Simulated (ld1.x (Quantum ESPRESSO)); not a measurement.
**Hf, TM: a sweep of the radius of the p waves**

Aim: generate and test one potential in full, then change the radius of the p waves and see what happens to hardness, ghosts and transferability.

Program: ld1.x (Quantum ESPRESSO) 7.5. Reference atom: PBEsol, scalar-relativistic, spherical and spin-unpolarised. All values are calculated.

1 further run of the same task is left out (it didn't finish).

## (1) Settings

The settings as typed:

```json
{"element": "hafnium (Hf, Z = 72)", "type": "norm-conserving Troullier–Martins (Kleinman–Bylander form)", "frozen core": "[Kr] 4d10 4f14 5s2", "valence charge": "10", "reference configuration": "5p6 5d3 6s1 6p0", "partial waves": "6s (bound): rc 2.20 bohr; 5d (bound): rc 2.40 bohr; 5p (bound): rc 1.34 bohr", "local potential": "the p channel", "core correction": "not asked for"}
```

## (2) The first potential

File Hf.in:

```
 &input
   title='Hf', zed=72., rel=1, dft='PBESOL', iswitch=3,
   config='[Xe] 4f14 5d3 6s1 6p0',
   nld=3, rlderiv=2.60, eminld=-5.0, emaxld=5.0, deld=0.02
 /
 &inputp
   pseudotype=2, tm=.true., lloc=1,
   nlcc=.false.,
   file_pseudopw='Hf.UPF', file_wfcaegen='ae.wfc', file_wfcncgen='nc.wfc', file_beta='beta', file_chi='chi'
 /
3
6S  1  0   1.00   0.00  2.20  2.20  0.0
5D  3  2   3.00   0.00  2.40  2.40  0.0
5P  2  1   6.00   0.00  1.34  1.34  0.0
 &test
   configts(1)='5p6 5d3 6s1 6p0'
 /
```

Command:

```sh
ld1.x < Hf.in > Hf.out
```

The output, Hf.out (without the banner and most projector matrices):

```text
     Program LD1 v.7.5
     --------------------------- All-electron run ----------------------------

     Hf
     scalar relativistic calculation

     atomic number is 72.00
     dft =PBESOL   lsd =0 sic =0 latt =0  beta=0.20 tr2=1.0E-14
     Exchange-correlation= PBESOL
                           (   1   4  10   8   0   0   0)
     mesh =1271 r(mesh) =  99.31870 a.u. xmin = -7.00 dx = 0.01250
     1 Ry =  13.60569312 eV, c = 137.03599908

     n l     nl                  e(Ry)          e(Ha)          e(eV)
     1 0     1S 1( 2.00)     -4796.6986     -2398.3493    -65262.4096
     2 0     2S 1( 2.00)      -820.2613      -410.1307    -11160.2237
     2 1     2P 1( 6.00)      -720.2745      -360.1372     -9799.8334
     3 0     3S 1( 2.00)      -186.8052       -93.4026     -2541.6140
     3 1     3P 1( 6.00)      -156.9406       -78.4703     -2135.2854
     4 0     4S 1( 2.00)       -37.5315       -18.7658      -510.6425
     4 1     4P 1( 6.00)       -27.7335       -13.8668      -377.3338
     3 2     3D 1(10.00)      -121.5907       -60.7953     -1654.3255
     5 0     5S 1( 2.00)        -4.8245        -2.4123       -65.6413
     5 1     5P 1( 6.00)        -2.5209        -1.2604       -34.2986
     4 2     4D 1(10.00)       -15.0772        -7.5386      -205.1363
     4 3     4F 1(14.00)        -1.1378        -0.5689       -15.4801
     5 2     5D 1( 3.00)        -0.1470        -0.0735        -1.9997
     6 0     6S 1( 1.00)        -0.3495        -0.1748        -4.7554
     6 1     6P 1( 0.00)        -0.0918        -0.0459        -1.2491

     final scf error:  6.9E-16 reached in  24 iterations

     Etot =  -30147.136839 Ry,  -15073.568420 Ha, -410172.692372 eV

     Ekin =   33033.666024 Ry,   16516.833012 Ha,  449445.922645 eV
     Encl =  -74393.431585 Ry,  -37196.715793 Ha,-1012174.200516 eV
     Eh   =   11818.782684 Ry,    5909.391342 Ha,  160802.730285 eV
     Exc  =    -606.153962 Ry,    -303.076981 Ha,   -8247.144786 eV

     normalization and overlap integrals

     s(1S/1S) =  1.000000  <r> =   0.0190  <r2> =    0.0005  r(max) =   0.0120
     s(2S/2S) =  1.000000  <r> =   0.0804  <r2> =    0.0076  r(max) =   0.0679
     s(2P/2P) =  1.000000  <r> =   0.0717  <r2> =    0.0063  r(max) =   0.0556
     s(3S/3S) =  1.000000  <r> =   0.2087  <r2> =    0.0498  r(max) =   0.1917
     s(3P/3P) =  1.000000  <r> =   0.2086  <r2> =    0.0504  r(max) =   0.1893
     s(4S/4S) =  1.000000  <r> =   0.4683  <r2> =    0.2477  r(max) =   0.4375
     s(4P/4P) =  1.000000  <r> =   0.4978  <r2> =    0.2820  r(max) =   0.4599
     s(3D/3D) =  1.000000  <r> =   0.1890  <r2> =    0.0419  r(max) =   0.1550
     s(5S/5S) =  1.000000  <r> =   1.1363  <r2> =    1.4542  r(max) =   1.0109
     s(5P/5P) =  1.000000  <r> =   1.3480  <r2> =    2.0704  r(max) =   1.1599
     s(4D/4D) =  1.000000  <r> =   0.5352  <r2> =    0.3325  r(max) =   0.4716
     s(4F/4F) =  1.000000  <r> =   0.6783  <r2> =    0.5986  r(max) =   0.4542
     s(5D/5D) =  1.000000  <r> =   2.6901  <r2> =    9.2857  r(max) =   1.7304
     s(6S/6S) =  1.000000  <r> =   3.5292  <r2> =   14.2470  r(max) =   2.9619
     s(6P/6P) =  1.000000  <r> =   5.3431  <r2> =   33.5192  r(max) =   4.2031

     ------------------------ End of All-electron run ------------------------

     --------------------- Generating NC pseudopotential ---------------------

      Generating local pot.: lloc=1, matching radius rcloc =   1.3400

      Wfc   6S  rcut= 2.222  Using Troullier-Martins method

      Wfc   5D  rcut= 2.395  Using Troullier-Martins method

     ------------------- End of pseudopotential generation -------------------

     [... the all-electron block is printed once more ...]


     Computing logarithmic derivative in   2.59764
     Message from routine run_pseudo:
     Warning: convergence not achieved
     Computing logarithmic derivative in   2.59764
     Computing the partial wave expansion
     R is outside the sphere for l=    0 j= 0.00
       no projector for channel:   1
     R is outside the sphere for l=    2 j= 0.00

     ---------------------- Testing the pseudopotential ----------------------

     Hf
     scalar relativistic calculation

     atomic number is 72.00   valence charge is 10.00
     dft =PBESOL   lsd =0 sic =0 latt =0  beta=0.20 tr2=1.0E-14
     mesh =1271 r(mesh) =  99.31870 xmin = -7.00 dx = 0.01250

     n l     nl             e AE (Ry)        e PS (Ry)    De AE-PS (Ry)
     2 1     5P   1( 6.00)       -2.52090       -2.52093        0.00003
     3 2     5D   1( 3.00)       -0.14697       -0.14697       -0.00000
     1 0     6S   1( 1.00)       -0.34951       -0.34951       -0.00000
     3 1     6P   1( 0.00)       -0.09180       -0.09238        0.00057

     eps = 4.0E-11  iter =201

     Etot =  -30147.136839 Ry,  -15073.568420 Ha, -410172.692372 eV
     Etotps =   -62.024470 Ry,     -31.012235 Ha,    -843.885899 eV

     Ekin =      25.509257 Ry,      12.754628 Ha,     347.071122 eV
     Encl =    -128.371974 Ry,     -64.185987 Ha,   -1746.589681 eV
     Ehrt =      48.662589 Ry,      24.331294 Ha,     662.088248 eV
     Ecxc =      -8.402978 Ry,      -4.201489 Ha,    -114.328337 eV
     Epseu=       0.578636 Ry,       0.289318 Ha,       7.872749 eV

     ---------------------- End of pseudopotential test ----------------------
```

Wall time 2.8 s (1 thread, shared host). This counts the later configuration tests of the new file too.

All-electron and pseudo partial waves u(r) = r·R(r), from the program's wave files:

```csv
r (bohr),6s AE,6s PS,5p AE,5p PS
0.120,-0.0802,0.0279,0.2668,0.0146
0.240,0.0127,0.0547,-0.0101,0.0595
0.360,0.1667,0.0791,-0.4845,0.1374
0.480,0.0836,0.1004,-0.3797,0.2516
0.600,-0.0812,0.1179,0.0120,0.4022
0.720,-0.2101,0.1318,0.4137,0.5793
0.840,-0.2688,0.1427,0.7145,0.7572
0.960,-0.2636,0.1519,0.8975,0.8999
1.080,-0.2124,0.1612,0.9810,0.9792
1.200,-0.1334,0.1727,0.9917,0.9915
1.320,-0.0408,0.1885,0.9544,0.9544
1.440,0.0553,0.2107,0.8882,0.8882
1.560,0.1482,0.2411,0.8072,0.8072
1.680,0.2340,0.2807,0.7209,0.7209
1.800,0.3105,0.3286,0.6353,0.6353
1.920,0.3768,0.3814,0.5543,0.5543
2.040,0.4330,0.4335,0.4797,0.4797
2.160,0.4794,0.4794,0.4127,0.4127
2.280,0.5168,0.5168,0.3531,0.3531
2.400,0.5459,0.5459,0.3010,0.3010
2.520,0.5677,0.5677,0.2558,0.2558
2.640,0.5829,0.5829,0.2167,0.2167
2.760,0.5925,0.5925,0.1832,0.1832
2.880,0.5970,0.5970,0.1546,0.1546
3.000,0.5973,0.5973,0.1302,0.1302
3.120,0.5938,0.5938,0.1095,0.1095
```

## (3) Transferability test

File Hf.test.in:

```
 &input
   title='Hf', zed=72., rel=1, dft='PBESOL', iswitch=2,
   config='[Xe] 4f14 5d3 6s1 6p0'
 /
 &test
   file_pseudo='Hf.UPF', nconf=8,
   configts(1)='5p6 5d3 6s1 6p0',
   configts(2)='5p6 5d2 6s2 6p0',
   configts(3)='5p6 5d2 6s1 6p0',
   configts(4)='5p6 5d2 6s0 6p0',
   configts(5)='5p6 5d2.5 6s1.5 6p0',
   configts(6)='5p6 5d2 6s1 6p1',
   configts(7)='5p6 5d2 6s0 6p2',
   configts(8)='5p5 5d2 6s2 6p0'
 /
```

Command:

```sh
ld1.x < Hf.test.in > Hf.test.out
```

Hf.test.out, the pseudopotential blocks, each with the warnings that came before it:

```text
     Warning: convergence not achieved
     ---------------------- Testing the pseudopotential ----------------------

     Hf
     scalar relativistic calculation

     atomic number is 72.00   valence charge is 10.00
     dft =PBESOL   lsd =0 sic =0 latt =0  beta=0.20 tr2=1.0E-14
     mesh =1271 r(mesh) =  99.31870 xmin = -7.00 dx = 0.01250

     n l     nl             e AE (Ry)        e PS (Ry)    De AE-PS (Ry)
     2 1     5P   1( 6.00)       -2.52090       -2.52093        0.00003
     3 2     5D   1( 3.00)       -0.14697       -0.14697       -0.00000
     1 0     6S   1( 1.00)       -0.34951       -0.34951       -0.00000
     3 1     6P   1( 0.00)       -0.09180       -0.09238        0.00057

     eps = 1.6E-10  iter =201

     Etot =  -30147.136839 Ry,  -15073.568420 Ha, -410172.692374 eV
     Etotps =   -62.024470 Ry,     -31.012235 Ha,    -843.885900 eV

     Ekin =      25.509255 Ry,      12.754627 Ha,     347.071089 eV
     Encl =    -128.371977 Ry,     -64.185988 Ha,   -1746.589721 eV
     Ehrt =      48.662590 Ry,      24.331295 Ha,     662.088271 eV
     Ecxc =      -8.402978 Ry,      -4.201489 Ha,    -114.328340 eV
     Epseu=       0.578640 Ry,       0.289320 Ha,       7.872802 eV

     ---------------------- End of pseudopotential test ----------------------

     BEWARE! Errors in PS-KS equations
     Warning: n=1, l=0 expected 0 nodes, found 2
     Warning: n=2, l=1 expected 0 nodes, found 1
     Warning: n=3, l=1 expected 1 nodes, found 0
     ---------------------- Testing the pseudopotential ----------------------

     Hf
     [...]
     n l     nl             e AE (Ry)        e PS (Ry)    De AE-PS (Ry)
     2 1     5P   1( 6.00)       -2.61577       -5.59825        2.98248  !
     3 2     5D   1( 2.00)       -0.19948       -0.34355        0.14407  !
     1 0     6S   1( 2.00)       -0.37710       -0.37710        0.00000
     3 1     6P   1( 0.00)       -0.10069       -0.10069        0.00000

     eps = 6.5E-15  iter = 36

     Etot =  -30147.327533 Ry,  -15073.663767 Ha, -410175.286894 eV
     Etotps =   -58.010996 Ry,     -29.005498 Ha,    -789.279815 eV
     dEtot_ae =      -0.190694 Ry
     dEtot_ps =       4.013473 Ry,   Delta E=      -4.204167 Ry

     [...]
     ---------------------- End of pseudopotential test ----------------------

     BEWARE! Errors in PS-KS equations
     ---------------------- Testing the pseudopotential ----------------------

     Hf
     [...]
     n l     nl             e AE (Ry)        e PS (Ry)    De AE-PS (Ry)
     2 1     5P   1( 6.00)       -3.12754       -3.72459        0.59705  !
     3 2     5D   1( 2.00)       -0.67976       -1.22630        0.54654  !
     1 0     6S   1( 1.00)       -0.80898       -0.80898        0.00000
     3 1     6P   1( 0.00)       -0.46543       -0.38081       -0.08463  !

     eps = 3.2E-15  iter = 20

     Etot =  -30146.738930 Ry,  -15073.369465 Ha, -410167.278537 eV
     Etotps =   -61.395028 Ry,     -30.697514 Ha,    -835.321908 eV
     dEtot_ae =       0.397910 Ry
     dEtot_ps =       0.629442 Ry,   Delta E=      -0.231532 Ry

     [...]
     ---------------------- End of pseudopotential test ----------------------

     ---------------------- Testing the pseudopotential ----------------------

     Hf
     [...]
     n l     nl             e AE (Ry)        e PS (Ry)    De AE-PS (Ry)
     2 1     5P   1( 6.00)       -3.72237       -3.72459        0.00222
     3 2     5D   1( 2.00)       -1.22693       -1.22630       -0.00063
     1 0     6S   1( 0.00)       -1.27842       -1.27842        0.00000
     3 1     6P   1( 0.00)       -0.87096       -0.87114        0.00018

     eps = 6.5E-15  iter =  9

     Etot =  -30145.698005 Ry,  -15072.849003 Ha, -410153.116035 eV
     Etotps =   -60.586043 Ry,     -30.293021 Ha,    -824.315105 eV
     dEtot_ae =       1.438834 Ry
     dEtot_ps =       1.438427 Ry,   Delta E=       0.000407 Ry

     [...]
     ---------------------- End of pseudopotential test ----------------------

     Warning: convergence not achieved
     ---------------------- Testing the pseudopotential ----------------------

     Hf
     [...]
     n l     nl             e AE (Ry)        e PS (Ry)    De AE-PS (Ry)
     2 1     5P   1( 6.00)       -2.56426       -2.58060        0.01634  !
     3 2     5D   1( 2.50)       -0.17031       -0.17609        0.00578  !
     1 0     6S   1( 1.50)       -0.36173       -0.36221        0.00049
     3 1     6P   1( 0.00)       -0.09525       -0.09634        0.00109

     eps = 1.6E-10  iter =201

     Etot =  -30147.235294 Ry,  -15073.617647 Ha, -410174.031919 eV
     Etotps =   -62.121500 Ry,     -31.060750 Ha,    -845.206070 eV
     dEtot_ae =      -0.098455 Ry
     dEtot_ps =      -0.097031 Ry,   Delta E=      -0.001424 Ry

     [...]
     ---------------------- End of pseudopotential test ----------------------

     BEWARE! Errors in PS-KS equations
     ---------------------- Testing the pseudopotential ----------------------

     Hf
     [...]
     n l     nl             e AE (Ry)        e PS (Ry)    De AE-PS (Ry)
     2 1     5P   1( 6.00)       -2.72440       -3.72459        1.00019  !
     3 2     5D   1( 2.00)       -0.28727       -1.22631        0.93904  !
     1 0     6S   1( 1.00)       -0.44299       -0.44299        0.00000
     3 1     6P   1( 1.00)       -0.15163       -0.03204       -0.11959  !

     eps = 6.2E-15  iter = 47

     Etot =  -30147.043629 Ry,  -15073.521815 Ha, -410171.424187 eV
     Etotps =   -61.061066 Ry,     -30.530533 Ha,    -830.778128 eV
     dEtot_ae =       0.093210 Ry
     dEtot_ps =       0.963403 Ry,   Delta E=      -0.870193 Ry

     [...]
     ---------------------- End of pseudopotential test ----------------------

     ---------------------- Testing the pseudopotential ----------------------

     Hf
     [...]
     n l     nl             e AE (Ry)        e PS (Ry)    De AE-PS (Ry)
     2 1     5P   1( 6.00)       -2.82517       -2.82456       -0.00060
     3 2     5D   1( 2.00)       -0.36649       -0.36454       -0.00195
     1 0     6S   1( 0.00)       -0.49856       -0.49856        0.00000
     3 1     6P   1( 2.00)       -0.19349       -0.19380        0.00031

     eps = 4.9E-15  iter = 12

     Etot =  -30146.745438 Ry,  -15073.372719 Ha, -410167.367092 eV
     Etotps =   -61.635476 Ry,     -30.817738 Ha,    -838.593372 eV
     dEtot_ae =       0.391401 Ry
     dEtot_ps =       0.388994 Ry,   Delta E=       0.002407 Ry

     [...]
     ---------------------- End of pseudopotential test ----------------------

     BEWARE! Errors in PS-KS equations
     ---------------------- Testing the pseudopotential ----------------------

     Hf
     [...]
     n l     nl             e AE (Ry)        e PS (Ry)    De AE-PS (Ry)
     2 1     5P   1( 5.00)       -3.45660       -6.83699        3.38039  !
     3 2     5D   1( 2.00)       -0.87942       -1.15874        0.27932  !
     1 0     6S   1( 2.00)       -0.90999       -0.90999        0.00000
     3 1     6P   1( 0.00)       -0.52343       -0.48537       -0.03806  !

     eps = 6.6E-15  iter = 32

     Etot =  -30144.309866 Ry,  -15072.154933 Ha, -410134.229443 eV
     Etotps =   -54.493167 Ry,     -27.246584 Ha,    -741.417312 eV
     dEtot_ae =       2.826973 Ry
     dEtot_ps =       7.531302 Ry,   Delta E=      -4.704329 Ry

     [...]
     ---------------------- End of pseudopotential test ----------------------
```

4 tests gave no usable energy difference (5p6 5d2 6s2 6p0; 5p6 5d2 6s1 6p0; 5p6 5d2 6s1 6p1; 5p5 5d2 6s2 6p0).

Energies count from the reference configuration 5p6 5d3 6s1 6p0; the error is all-electron less pseudo. A star marks tests that logged a warning.

| valence configuration | charge | ΔE all-electron (eV) | error AE − PS (meV) |
| --- | --- | --- | --- |
| 5p6 5d2 6s0 6p0 | +2 | 19.576 | +5.5 |
| 5p6 5d2.5 6s1.5 6p0 * | 0 | -1.340 | -19 |
| 5p6 5d2 6s0 6p2 | 0 | 5.325 | +33 |

(Part 1 of 2 ends here.)
